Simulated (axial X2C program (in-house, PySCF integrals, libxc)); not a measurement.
# A two-component session on BrP⁺: EOM-EA-CCSD levels

Aim: EOM-EA-CCSD levels of BrP⁺, with spin–orbit coupling in the Hamiltonian from the start.

Method: two-component X2C with atomic mean-field terms, Br dyall-acv3z, P dyall-av3z; program: an in-house X2C program for linear molecules on PySCF integrals.

All values are calculated.

## 1. Set-up

task.json

```json
{"zs": [35, 15], "q": 1, "bas": ["dyall-acv3z", "dyall-av3z"], "r0": 2.25, "eom": "ea", "thr": -2.0, "nmax": 92, "grid": [1, 0.96, 1.045, 0.92, 1.09, 1.15]}
```

Keys: zs atomic numbers; q charge; bas basis sets; r0 starting distance in Å; eom kind of EOM run; thr threshold in hartree for freezing inner shells (an s shell follows its p shell); nmax most natural virtual spinors; grid distances as factors.

Command:

```bash
python soeom.py task.json out
```

Nuclei are Gaussian, cores are contracted, and the Gaunt term is on.

## 2. EOM-EA-CCSD at 2.063 Å

Reference: the closed shell BrP²⁺; 10 electrons correlated, 92 virtual spinors; roots sought by Ω: 1/2: 5, 3/2: 4, 5/2: 2, 7/2: 1.

Output:

```text
two-component X2C + atomic mean field  HF
basis functions 180  fitting functions 965  grid points 5078
iter        total energy     max residual
   1      -2944.193236573     2.40e-01
   2      -2944.217675749     1.60e-02
   3      -2944.218959085     3.08e-02
   4      -2944.219955884     3.05e-03
   5      -2944.220038958     1.35e-03
   6      -2944.220061823     7.29e-04
   7      -2944.220063377     2.05e-04
   8      -2944.220063634     4.64e-05
   9      -2944.220063691     4.04e-05
  10      -2944.220063738     1.87e-05
  11      -2944.220063749     6.64e-06
  12      -2944.220063750     1.97e-06
converged
one-electron -4332.47302331  Coulomb 1367.85716111  exact exchange -113.23058405  xc functional 0.00000000  nuclear repulsion 134.66700714  atomic mean-field constant -1.04062464
correlated 10  virtual 248  natural virtual 92  E(MP2) -0.277857495  MP2 remainder -0.024474135
iter   CCSD correlation   residual
   1     -0.257986205   1.97e-01
   2     -0.269482288   1.06e-01
   3     -0.274548204   4.06e-02
   4     -0.274838013   1.40e-02
   5     -0.274990845   5.76e-03
   6     -0.274999906   1.74e-03
   7     -0.275004751   4.49e-04
   8     -0.275009740   1.85e-04
   9     -0.275007605   9.05e-05
  10     -0.275008763   5.04e-05
  11     -0.275007666   2.67e-05
  12     -0.275007721   1.03e-05
  13     -0.275007724   3.37e-06
(T) -0.018875484  T1 0.0544  D1 0.0867  max T2 0.086
EOM-EA-CCSD roots
2*Omega      energy/Eh   energy/eV  one-particle weight
    1      -0.58994570    -16.0532      0.943
    1      -0.42891223    -11.6713      0.947
    1      -0.37065824    -10.0861      0.000
    1      -0.31995068     -8.7063      0.000
    1      -0.31198226     -8.4895      0.000
    3      -0.58571132    -15.9380      0.944
    3      -0.37050789    -10.0820      0.000
    3      -0.32600760     -8.8711      0.001
    3      -0.31388689     -8.5413      0.169
    5      -0.33253987     -9.0489      0.000
    5      -0.31277922     -8.5112      0.175
    7      -0.29014409     -7.8952      0.001
```

T1 in the output is the amplitude norm over the root of the electron number; divide by √2 for the Lee–Taylor value.

| Ω | binding energy (eV) | above lowest (cm⁻¹) | spinor | weight |
| --- | --- | --- | --- | --- |
| 1/2 | 16.053 | 0 | 70% P pπ, 13% Br pπ, 9% Br dπ | 0.94 |
| 3/2 | 15.938 | 930 | 66% P pπ, 17% Br pπ, 9% Br dπ | 0.94 |
| 1/2 | 11.671 | 35340 | 34% P pσ, 22% Br pσ, 20% P dσ | 0.95 |

It took 14 s on 1 thread of Intel Xeon 6975P-C (Granite Rapids), shared host; peak memory 0.65 GiB.

## 3. EOM-EA-CCSD at 1.980 Å

| Ω | binding energy (eV) | above lowest (cm⁻¹) | spinor | weight |
| --- | --- | --- | --- | --- |
| 1/2 | 15.878 | 0 | 66% P pπ, 14% Br pπ, 11% Br dπ | 0.95 |
| 3/2 | 15.763 | 920 | 63% P pπ, 17% Br pπ, 10% Br dπ | 0.95 |
| 1/2 | 11.095 | 38580 | 33% P pσ, 24% P dσ, 18% Br pσ | 0.95 |
| 1/2 | 8.568 | 58960 | 39% P sσ, 20% Br sσ, 18% Br dσ | 0.97 |

Wall time 13 s (1 thread of Intel Xeon 6975P-C (Granite Rapids), shared host); peak memory 0.66 GiB.

## 4. EOM-EA-CCSD at 2.156 Å

| Ω | binding energy (eV) | above lowest (cm⁻¹) | spinor | weight |
| --- | --- | --- | --- | --- |
| 1/2 | 16.229 | 0 | 74% P pπ, 12% Br pπ, 8% Br dπ | 0.94 |
| 3/2 | 16.112 | 940 | 69% P pπ, 17% Br pπ, 7% Br dπ | 0.94 |
| 1/2 | 12.278 | 31870 | 36% P pσ, 25% Br pσ, 17% P dσ | 0.95 |

Run time: 15 s. Hardware: 1 thread of Intel Xeon 6975P-C (Granite Rapids), shared host; peak memory 0.68 GiB.

## 5. EOM-EA-CCSD at 1.898 Å

| Ω | binding energy (eV) | above lowest (cm⁻¹) | spinor | weight |
| --- | --- | --- | --- | --- |
| 1/2 | 15.686 | 0 | 62% P pπ, 14% Br pπ, 12% Br dπ | 0.95 |
| 3/2 | 15.572 | 920 | 60% P pπ, 17% Br pπ, 12% Br dπ | 0.95 |
| 1/2 | 10.501 | 41820 | 31% P pσ, 28% P dσ, 15% Br pσ | 0.95 |
| 1/2 | 8.658 | 56690 | 38% P sσ, 22% Br dσ, 19% Br sσ | 0.97 |

Wall time 13 s (1 thread of Intel Xeon 6975P-C (Granite Rapids), shared host); peak memory 0.68 GiB.

## 6. EOM-EA-CCSD at 2.249 Å

| Ω | binding energy (eV) | above lowest (cm⁻¹) | spinor | weight |
| --- | --- | --- | --- | --- |
| 1/2 | 16.381 | 0 | 77% P pπ, 11% Br pπ, 6% Br dπ | 0.94 |
| 3/2 | 16.262 | 960 | 72% P pπ, 16% Br pπ | 0.94 |
| 1/2 | 12.826 | 28670 | 37% P pσ, 29% Br pσ, 14% P dσ | 0.95 |

Run time: 16 s. Hardware: 1 thread of Intel Xeon 6975P-C (Granite Rapids), shared host; peak memory 0.7 GiB.

## 7. EOM-EA-CCSD at 2.373 Å

| Ω | binding energy (eV) | above lowest (cm⁻¹) | spinor | weight |
| --- | --- | --- | --- | --- |
| 1/2 | 16.548 | 0 | 82% P pπ, 10% Br pπ | 0.93 |
| 3/2 | 16.424 | 1000 | 76% P pπ, 15% Br pπ | 0.93 |
| 1/2 | 13.456 | 24940 | 37% P pσ, 35% Br pσ, 11% P dσ | 0.95 |

Run time: 14 s. Hardware: 1 thread of Intel Xeon 6975P-C (Granite Rapids), shared host; peak memory 0.7 GiB.

## 8. Curves of the states

Energies in eV from the lowest point of the lowest state; states are followed by energy order within each Ω.

| R (Å) | (1)Ω=1/2 | (1)Ω=3/2 | (2)Ω=1/2 |
| --- | --- | --- | --- |
| 1.898 | 0.4305 | 0.5448 | 5.6159 |
| 1.980 | 0.0918 | 0.2064 | 4.8753 |
| 2.063 | 0.0000 | 0.1152 | 4.3819 |
| 2.156 | 0.0984 | 0.2150 | 4.0497 |
| 2.249 | 0.3368 | 0.4557 | 3.8916 |
| 2.373 | 0.7768 | 0.9006 | 3.8688 |

Constants where the minimum is well bracketed (masses 78.918 and 30.974 u):

| state | Te (cm⁻¹) | Re (Å) | ωe (cm⁻¹) |
| --- | --- | --- | --- |
| (1)Ω=1/2 | 0 | 2.061 | 555 |
| (1)Ω=3/2 | 930 | 2.060 | 557 |

## 9. Results

| quantity | value |
| --- | --- |
| lowest root at 2.063 Å | Ω = 1/2, 16.053 eV |
| next root led by one particle | Ω = 3/2, about 930 cm⁻¹ higher |
| T1 of the reference | 0.038 |
| lowest state, Re and ωe | 2.061 Å, 555 cm⁻¹ |

What this shows: The added electron is bound by 16.05 eV in a spinor of 70% P pπ, 13% Br pπ, 9% Br dπ. Errors of 0.1 to 0.3 eV are usual at this size, and roots led by higher excitations are left out, so the list is incomplete, and low states of that kind can be missing. T1 or the largest double amplitude of the reference is raised, which lowers the reliability. The bond is 0.074 Å longer than in the closed-shell reference at CCSD (1.987 Å).
